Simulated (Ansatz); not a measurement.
# CH2FGaS: a ladder of functionals and wavefunction methods

An exercise on one series of results from a longer session: the logs are not shown, and one member is left open.

Computed with Ansatz 0.2.0, Gaussian basis. Level: functionals in def2-TZVPP, the program's frozen cores in correlated methods.

The runs, in order: LDA (SPW92), PBE-D4, revPBE-D4, BLYP-D4, r2SCAN-D4, B97M-V, PBE0-D4, B3LYP-D4, r2SCANh-D4, r2SCAN0-D4, HSE06-D4, BHLYP-D4, CAM-B3LYP-D4, LC-ωPBE, ωB97X-V, ωB97M-V, B2PLYP, PBE-QIDH; CCSD(T)/def2-SVP; CCSD(T)/def2-TZVPP; MP2/def2-QZVPP; extrapolation to the limit; RPA on PBE.

### The relaxed structure

An earlier PBE0-D4 in a triple-zeta def2 set relaxation fixed the geometry.

6 atoms, charge 0, spin multiplicity 1.

Atoms are counted from 1 here; the program's logs count them from 0.

Bond lengths: F1–Ga2 1.823 Å, C3–S4 1.604 Å, C3–H5 1.089 Å, C3–H6 1.092 Å. Angles: S4–C3–H5 121.0°, S4–C3–H6 120.5°, H5–C3–H6 118.5°.

The first run:

Contents of in.yaml:

```yaml
crystal:
  periodic: [false, false, false]
  atoms:
    - {symbol: F, position_ang: [0.288253, -1.409194, 1.354022]}
    - {symbol: Ga, position_ang: [-1.400825, -1.873444, 0.848370]}
    - {symbol: C, position_ang: [0.401709, 0.832227, -0.525374]}
    - {symbol: S, position_ang: [-1.083062, 0.488322, -1.024136]}
    - {symbol: H, position_ang: [0.956879, 1.667307, -0.949964]}
    - {symbol: H, position_ang: [0.879046, 0.230883, 0.250781]}
basis:
  gaussian: {orbitals: def2-TZVPP}
hamiltonian: {xc: lda}
output: {orbitals: {seedname: orbitals}}
```

Run with:

```sh
$ ansatz run in.yaml --threads 2 --pin off --events-out ev --progress --plain --max-ram 4352MiB
```

Among the steps run: LDA; PBE-D4 (GGA); revPBE-D4 (GGA); BLYP-D4 (GGA); r2SCAN-D4 (meta-GGA); B97M-V (meta-GGA); B3LYP-D4 (hybrid); r2SCANh-D4 (hybrid); r2SCAN0-D4 (hybrid); HSE06-D4 (hybrid); BHLYP-D4 (hybrid); CAM-B3LYP-D4 (range-separated); LC-ωPBE (range-separated); ωB97X-V (range-separated); ωB97M-V (range-separated); B2PLYP (double hybrid); PBE-QIDH (double hybrid).

One table of the session follows, with a row left open; its other results are not shown here.

It belongs to the step «Frontier levels by functional». 

| functional | HOMO (eV) | LUMO (eV) | gap (eV) |
| --- | --- | --- | --- |
| LDA (SPW92) | -5.85 | -4.19 | 1.66 |
| PBE-D4 | -5.67 | -3.98 | 1.69 |
| revPBE-D4 | -5.60 | -3.90 | 1.70 |
| BLYP-D4 | -5.56 | -3.80 | 1.76 |
| r2SCAN-D4 | -5.90 | -3.89 | 2.01 |
| B97M-V | -5.81 | -3.77 | 2.04 |
| PBE0-D4 | -6.68 | -2.99 | 3.69 |
| B3LYP-D4 | ? | ? | ? |
| r2SCANh-D4 | -6.27 | -3.51 | 2.77 |
| r2SCAN0-D4 | -6.84 | -2.94 | 3.90 |
| HSE06-D4 | -6.28 | -3.38 | 2.91 |
| BHLYP-D4 | -7.59 | -1.85 | 5.74 |
| CAM-B3LYP-D4 | -7.95 | -1.76 | 6.19 |
| LC-ωPBE | -9.15 | -0.63 | 8.52 |
| ωB97X-V | -8.83 | -0.69 | 8.14 |
| ωB97M-V | -8.75 | -0.73 | 8.02 |

Q: Estimate the row for B3LYP-D4 from the others.

Worked estimate for «HOMO (eV)». Against the share of exact exchange, BLYP-D4 (0, -5.56), BHLYP-D4 (0.5, -7.59) give a slope of -4.06 per unit share; at 0.2 the line stands at -6.37.

**Answer.** HOMO (eV): -6.54; LUMO (eV): -3.17; gap (eV): 3.36. In «HOMO (eV)» the line misses by +0.17.
